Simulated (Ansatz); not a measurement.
# CH₄InO radical: how energies converge with the basis set

How large a basis does CH₄InO radical need? Two functionals are run in growing sets.

Computed with Ansatz 0.2.0, Gaussian basis. Level: one geometry, several basis sets.

Plan: PBE0-D4/def2-SVP; ωB97M-V/def2-SVP; PBE0-D4/def2-QZVPP; ωB97M-V/def2-QZVPP; the functionals' def2-TZVPP values are taken from earlier runs.

### Step 1. The geometry

The geometry comes from an earlier relaxation with PBE0-D4 in a triple-zeta def2 set; it is a stationary point, not always the lowest conformer. In takes the def2 core potential; no spin-orbit term is included.

SMILES `[CH3][In][OH]`, 7 atoms, charge 0, spin multiplicity 2.

Atoms are counted from 1 here; the program's logs count them from 0.

Bond lengths: C1–In2 2.203 Å, C1–H4 1.089 Å, C1–H5 1.089 Å, C1–H6 1.090 Å, In2–O3 2.013 Å, O3–H7 0.960 Å. Angles: In2–C1–H4 109.4°, In2–C1–H5 109.1°, In2–C1–H6 106.0°, H4–C1–H5 110.1°, H4–C1–H6 111.1°, H5–C1–H6 111.0°, C1–In2–O3 110.9°, In2–O3–H7 115.5°.

### Step 2. PBE0-D4 in def2-SVP

The input, in.yaml:

```yaml
crystal:
  periodic: [false, false, false]
  atoms:
    - {symbol: C, position_ang: [-1.112372, 0.553782, -0.247895]}
    - {symbol: In, position_ang: [0.751851, -0.484074, -0.796570]}
    - {symbol: O, position_ang: [1.859966, -0.880936, 0.836230]}
    - {symbol: H, position_ang: [-1.965163, -0.017149, -0.612532]}
    - {symbol: H, position_ang: [-1.109988, 1.548383, -0.692435]}
    - {symbol: H, position_ang: [-1.115184, 0.612132, 0.840947]}
    - {symbol: H, position_ang: [2.690881, -1.332128, 0.672256]}
basis:
  gaussian: {orbitals: def2-SVP}
magnetization: {spin_polarized: true, initial_magnetization: 1}
hamiltonian: {xc: pbe0, dispersion: d4}
output: {orbitals: {seedname: orbitals}}
```

After this run come: ωB97M-V in def2-SVP; PBE0-D4 in def2-QZVPP; ωB97M-V in def2-QZVPP.

Q: Predict the results of all the runs planned. Wanted: PBE0-D4: double and triple zeta above quadruple; ωB97M-V: double and triple zeta above quadruple.

The runs gave:

| quantity | value |
| --- | --- |
| PBE0-D4: double and triple zeta above quadruple | 4.45, 0.25 eV |
| ωB97M-V: double and triple zeta above quadruple | 4.61, 0.25 eV |

**Reading.** PBE0-D4 gains 4.20 eV from double to triple zeta, then 0.25 eV more. These are total energies; as a rule much of such shifts cancels in differences, which this series doesn't test.
